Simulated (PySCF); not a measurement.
# BrCl3Si: the cost of one run

The runs use PySCF 2.14.0, with density-fitted response routines of our own; the level of theory stands in each step. All values are computed, except where a source is named. Atoms are numbered from 0 throughout.

**1. Starting geometry**

5 atoms, charge 0, multiplicity 1; geometry from: GFN2-xTB. The atoms were then displaced at random by about 0.03 Å, so the start is not that level's minimum.

Bonds of the start (Å): Cl0–Si1 2.02, Si1–Cl2 2.01, Si1–Cl3 2.01, Si1–Br4 2.21.

**2. Optimising the geometry at PBE0-D3(BJ)/def2-SVP**

The job: settings as JSON, then the geometry in Å.

```
{"job": {"xc": "PBE0", "basis": "def2-SVP", "d3": "d3bj", "grid": 1, "shake": 0.03, "kind": "geom"}, "charge": 0, "multiplicity": 1}
Cl    -0.749570    -1.620750    -1.033670
Si    -0.078400    -0.005250    -0.016920
Cl    -0.855680     0.031240     1.836150
Cl    -0.337630     1.750580    -0.965840
Br     2.113370    -0.260600     0.083800
```

On the command line:

```sh
$ OMP_NUM_THREADS=1 python probes_run.py task.json out
```

One launch serves the whole session: the jobs run in the order shown.

**Question.** How long does this first job take on 1 thread of Intel Xeon Platinum 8488C, shared host, and how much memory does it need?

About 36 s, with a peak of 0.44 GiB.
